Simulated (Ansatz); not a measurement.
# LaRu2: the cost of one run

Computed with Ansatz 0.2.0 (reference: DFT r2SCAN, plane waves, PAW, scalar-relativistic, no spin polarisation, unless a step's input says otherwise).

**1. Starting point**

It takes space group Fd-3m (No. 227, cubic). The conventional cell has a = 7.791 Å, b = 7.791 Å, c = 7.791 Å, α = 90.00°, β = 90.00°, γ = 90.00°. Ru (site symmetry -3m) has 6 Ru at 2.75 Å as nearest neighbours. Around La (site symmetry -43m) lie 12 Ru at 3.23 Å and 4 La at 3.37 Å.

Coordinates:

```
CELL_PARAMETERS angstrom
0.00000 3.89551 3.89551
3.89551 0.00000 3.89551
3.89551 3.89551 0.00000
ATOMIC_POSITIONS crystal
Ru 0.62500 0.62500 0.62500
Ru 0.12500 0.62500 0.62500
Ru 0.62500 0.62500 0.12500
Ru 0.62500 0.12500 0.62500
La 0.00000 0.00000 0.00000
La 0.25000 0.25000 0.25000
```

**2. Reference**

File input.yaml:

```yaml
crystal:
  lattice:
    - [0.0, 3.89551288, 3.89551288]
    - [3.89551288, 0.0, 3.89551288]
    - [3.89551288, 3.89551288, 0.0]
  atoms:
    - { symbol: Ru, position: [0.625, 0.625, 0.625] }
    - { symbol: Ru, position: [0.125, 0.625, 0.625] }
    - { symbol: Ru, position: [0.625, 0.625, 0.125] }
    - { symbol: Ru, position: [0.625, 0.125, 0.625] }
    - { symbol: La, position: [0.0, 0.0, 0.0] }
    - { symbol: La, position: [0.25, 0.25, 0.25] }
  symmetry: { tolerance: 0.0003 }
kpoints:
  mp_grid: { grid: [4, 4, 4], shift: [0, 0, 0] }
magnetization:
  spin_polarized: false
scf:
  occupations: { method: gaussian, width: 0.0422 }
hamiltonian:
  pseudopotentials: { kind: paw }
  xc: r2scan
basis:
  ecutwfc: 500
output:
  forces: true
  stress: true
  eigenvalues: true
```

The run is started by

```
ansatz run input.yaml --threads 1 --pin off --max-ram 2560MiB --backend cpu --events-out ev --progress --plain --runs-dir out
```

Q: Estimate wall time and peak memory on 1 thread of Intel Xeon Platinum 8259CL at 2.50GHz (Skylake/Cascade Lake), shared host.

About 9.6 s, with a peak of 1.1 GiB.
